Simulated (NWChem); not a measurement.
**One shape, several levels: GeHF (SMILES [F][GeH])**

Wanted: a comparison of 6 runs (HF/STO-3G, HF/3-21G, r2SCAN/pcseg-1, B3LYP/6-31G*, B2PLYP/6-311G**, MP2/6-31G*) of GeHF. 

Program for the calculation: NWChem 7.3.0.

## (1) The molecule

GeHF: 3 atoms, total charge 0, spin state singlet. SMILES: `[F][GeH]`. Geometry: relaxed at PBE0-D4/def2-TZVP.

Bond lengths: F1–Ge2 1.757 Å, Ge2–H3 1.609 Å. Angles: F1–Ge2–H3 94.2°.

## (2) Energy and forces at HF/STO-3G (run 1)

run.py reads:

```python
from ase import Atoms
from ase.calculators.nwchem import NWChem

system = Atoms('FGeH', positions=[
    [0.672100, 1.012600, 0.469700],
    [-0.657900, 0.195200, -0.335600],
    [-0.025200, -1.272700, -0.147400],
])

calc = NWChem(
    label='mymol',
    theory='scf',
    memory='2200 mb',
    basis='STO-3G',
    basispar='spherical bse',
    scf={'nopen': '0', 'rhf': None, 'thresh': '1e-08', 'maxiter': '80'},
)
system.calc = calc

forces = system.get_forces()
e = system.get_potential_energy()
print(f"E = {e:.6f} eV")
print("forces (eV/A):")
for s, f in zip(system.symbols, forces):
    print(f"{s:2s} {f[0]:10.5f} {f[1]:10.5f} {f[2]:10.5f}")
print("dipole (e A):", system.get_dipole_moment().round(4))
```

Launch:

```
$ export ASE_NWCHEM_COMMAND="nwchem PREFIX.nwi > PREFIX.nwo"
$ python run.py
```

Output:

```text
E = -58513.039159 eV
forces (eV/A):
F    -2.09041   -1.46625   -1.28478
Ge    2.82076   -0.60971    1.46198
H    -0.73035    2.07596   -0.17720
dipole (e A): [-0.0946 -0.0945 -0.0611]
```

The calculator wrote mymol.nwi:

```
title "mymol"

permanent_dir mymol

scratch_dir mymol

start mymol

geometry units angstrom nocenter noautosym noautoz
  F  6.7210000000000003e-01 1.0125999999999999e+00 4.6970000000000001e-01
  Ge -6.5790000000000004e-01 1.9520000000000001e-01 -3.3560000000000001e-01
  H  -2.5200000000000000e-02 -1.2726999999999999e+00 -1.4740000000000000e-01
end

memory 2200 mb

basis spherical bse noprint
   * library STO-3G
end

scf
  nopen 0
  rhf
  thresh 1e-08
  maxiter 80
end

task scf gradient
```

mymol.nwo:

```text
Northwest Computational Chemistry Package (NWChem) 7.3.0
             --------------------------------------------------------

           Job information
           ---------------

    nwchem branch   = 7.3.0
    use scalapack   = T
    input           = mymol.nwi
    prefix          = mymol.
    data base       = mymol/mymol.db
    status          = startup
    nproc           =        1

           Memory information
           ------------------

[... 5 lines left out ...]
    hardfail = no
[... 115 lines left out ...]
         Quadratically convergent ROHF
[... 14 lines left out ...]
       Final RHF  results
[... 4 lines left out ...]
      Two-electron energy =    971.005763667001
[... 33 lines left out ...]
                       ROHF Final Molecular Orbital Analysis
[... 160 lines left out ...]
                 ----------------------------------------
                 |  Time  |  1-e(secs)   |  2-e(secs)   |
                 ----------------------------------------
                 |  CPU   |       0.00   |       0.35   |
                 ----------------------------------------
                 |  WALL  |       0.00   |       0.35   |
                 ----------------------------------------

 Task  times  cpu:        2.1s     wall:        2.1s
 Total times  cpu:        2.1s     wall:        2.1s
```

It took 3.6 s on 1 thread of Intel Xeon Platinum 8259CL at 2.50GHz (Skylake/Cascade Lake), shared host; peak memory 0.099 GiB.

## (3) Energy and gradient at HF/3-21G (run 2)

fgeh.nw reads:

```
START fgeh
TITLE "FGeH gradient"
memory total 2200 mb

GEOMETRY units angstroms noautosym nocenter noautoz
  F     0.672100    1.012600    0.469700
  Ge   -0.657900    0.195200   -0.335600
  H    -0.025200   -1.272700   -0.147400
END

BASIS spherical bse
  * library 3-21G
END

SCF
  thresh 1e-08
  maxiter 80
END

TASK scf gradient
```

Launch:

```
$ nwchem fgeh.nw > fgeh.out
```

Output:

```text
[...]
  functions       =    33
[...]
  wavefunction    = RHF
[...]
         Total SCF energy =  -2164.824225275624
      One-electron energy =  -3221.715135508254
      Two-electron energy =    957.678262688967
 Nuclear repulsion energy =     99.212647543663
        Time for solution =      2.3s
[...]
                         RHF ENERGY GRADIENTS
    atom               coordinates                        gradient
                 x          y          z           x          y          z
   1 F       1.270085   1.913537   0.887604    0.026878   0.013359   0.015943
   2 Ge     -1.243251   0.368875  -0.634192   -0.029814  -0.013189  -0.017513
   3 H      -0.047621  -2.405054  -0.278546    0.002936  -0.000169   0.001571
[...]
```

It took 3.6 s on 1 thread of Intel Xeon Platinum 8259CL at 2.50GHz (Skylake/Cascade Lake), shared host; peak memory 0.1 GiB.

## (4) Energy and gradient at r2SCAN/pcseg-1 (run 3)

test.nw reads:

```
start test
title "FGeH r2SCAN"
memory stack 880 mb heap 220 mb global 1100 mb
charge 0
geometry units bohr noautosym nocenter noautoz
 F   1.27008493  1.91353667  0.88760436
 Ge -1.24325082  0.36887454 -0.63419209
 H  -0.04762110 -2.40505444 -0.27854563
end
basis spherical bse
 * library pcseg-1
end
dft
 xc r2scan
 grid xfine
 convergence energy 1e-08
 maxiter 100
 mulliken
 print low
end
task dft gradient
```

Launch:

```
$ nwchem test.nw > test.out
```

Output:

```text
[...]
 d= 0,ls=0.0,diis     1  -2177.0609187190 -2.28D+03  3.81D-02  5.45D-01     2.3
[...]
 d= 0,ls=0.0,diis    10  -2177.1286519684 -1.03D-09  3.64D-07  1.02D-10    15.5
         Total DFT energy =    -2177.128651968396
      One electron energy =    -3231.978047366022
           Coulomb energy =     1045.423873303357
    Exchange-Corr. energy =      -89.787118245555
 Nuclear repulsion energy =       99.212640339824
[...]
      Total Density - Mulliken Population Analysis
     ---------------------------------------------
    Atom       Charge   Shell Charges
 -----------   ------   -------------------------------------------------------
    1 F    9     9.46   2.00  0.95  1.01  3.40  2.10  0.01
    2 Ge  32    31.47   2.00  2.00  2.00  1.24  0.62  6.00  5.98  0.87  0.64  9.99  0.14
    3 H    1     1.07   0.75  0.31  0.01
[...]
                         DFT ENERGY GRADIENTS
    atom               coordinates                        gradient
                 x          y          z           x          y          z
   1 F       1.270085   1.913537   0.887604   -0.013104  -0.008060  -0.007935
   2 Ge     -1.243251   0.368875  -0.634192    0.013035   0.008205   0.007913
   3 H      -0.047621  -2.405054  -0.278546    0.000069  -0.000144   0.000022
 Task  times  cpu:       19.2s     wall:       19.2s
 Total times  cpu:       19.2s     wall:       19.2s
```

Run time: 20 s. Hardware: 1 thread of Intel Xeon Platinum 8259CL at 2.50GHz (Skylake/Cascade Lake), shared host; peak memory 0.12 GiB.

Runs 4 to 5 aren't shown in full; the table further down has their settings and results.

## (5) Energy and gradient at MP2/6-31G(d) (spherical functions) (run 6)

test.nw reads:

```
start test
title "FGeH gradient"
memory stack 880 mb heap 220 mb global 1100 mb
charge 0
geometry units angstroms noautosym nocenter noautoz
   F      0.672100     1.012600     0.469700
   Ge    -0.657900     0.195200    -0.335600
   H     -0.025200    -1.272700    -0.147400
end
basis "ao basis" spherical bse
   F library 6-31G*
   Ge library 6-31G*
   H library 6-31G*
end
scf
   thresh 1e-08
   maxiter 80
end
mp2
   freeze core 10
   tight
end
task mp2 gradient
```

Launch:

```
$ nwchem test.nw > test.out
```

Output:

```text
[...]
  functions       =    48
[...]
  wavefunction    = RHF
[...]
         Total SCF energy =  -2175.094521860768
      One-electron energy =  -3232.060840769236
      Two-electron energy =    957.753671364804
 Nuclear repulsion energy =     99.212647543663
        Time for solution =     11.0s
[...]
          Total MP2 energy         -2175.502784055417
[...]
                         mp2 ENERGY GRADIENTS
    atom               coordinates                        gradient
                 x          y          z           x          y          z
   1 F       1.270085   1.913537   0.887604    0.000488  -0.001480   0.000109
   2 Ge     -1.243251   0.368875  -0.634192   -0.001907   0.001031  -0.000923
   3 H      -0.047621  -2.405054  -0.278546    0.001419   0.000449   0.000815
[...]
```

It took 27 s on 1 thread of Intel Xeon Platinum 8259CL at 2.50GHz (Skylake/Cascade Lake), shared host; peak memory 0.12 GiB.

## (6) The series

| run | level | iteration cap | module | energy (Eh) | dipole moment (D) | HOMO energy (eV) | LUMO energy (eV) | wall time |
| --- | --- | --- | --- | --- | --- | --- | --- | --- |
| 1 | HF/STO-3G | 80 | scf | -2150.314545 | 0.71 | -6.48 | 4.88 | 3.6 s |
| 2 | HF/3-21G | 80 | scf | -2164.824225 | 2.04 | -9.48 | 0.43 | 3.6 s |
| 3 | r2SCAN/pcseg-1 | 100 | dft | -2177.128652 | – | – | – | 20 s |
| 4 | B3LYP/6-31G* (Cartesian functions) | 100 | dft | -2177.210059 | 1.66 | -6.89 | -2.92 | 18 s |
| 5 | B2PLYP/6-311G** | 100 | dft | -2176.997308 | 2.18 | -8.19 | -1.71 | 13 s |
| 6 | MP2/6-31G* (spherical functions) | 80 | mp2 | -2175.502784 | 1.70 | -9.72 | 0.30 | 27 s |

## (7) Summary of results

| quantity | value |
| --- | --- |
| run 6: total energy | -2175.50278 Eh |
| run 6: dipole moment (of the density that the program reports) | 1.70 D |
| run 6: HOMO energy (Hartree–Fock orbitals) | -9.72 eV |
| run 6: LUMO energy (Hartree–Fock orbitals) | 0.30 eV |
| run 6: HOMO–LUMO gap (Hartree–Fock orbitals) | 10.02 eV |
| run 6: correlation energy (10 core orbitals frozen) | -408.3 mEh |
| run 6: largest force on an atom | 0.121 eV/Å |

What this shows: Over runs 1, 2, 4, 5, 6 the dipole moment (its size) runs from 0.71 D (HF/STO-3G) to 2.18 D (B2PLYP/6-311G**). The two ends differ in method and basis. A double hybrid's value is that of its SCF part. Over runs 1, 2, 4, 5 the HOMO–LUMO gap runs from 3.97 eV (B3LYP/6-31G*) to 11.36 eV (HF/STO-3G). Totals of different functionals can't be ranked against each other. In run 1 the basis is minimal, so the values are rough. All runs together took 84 s, the longest 27 s.
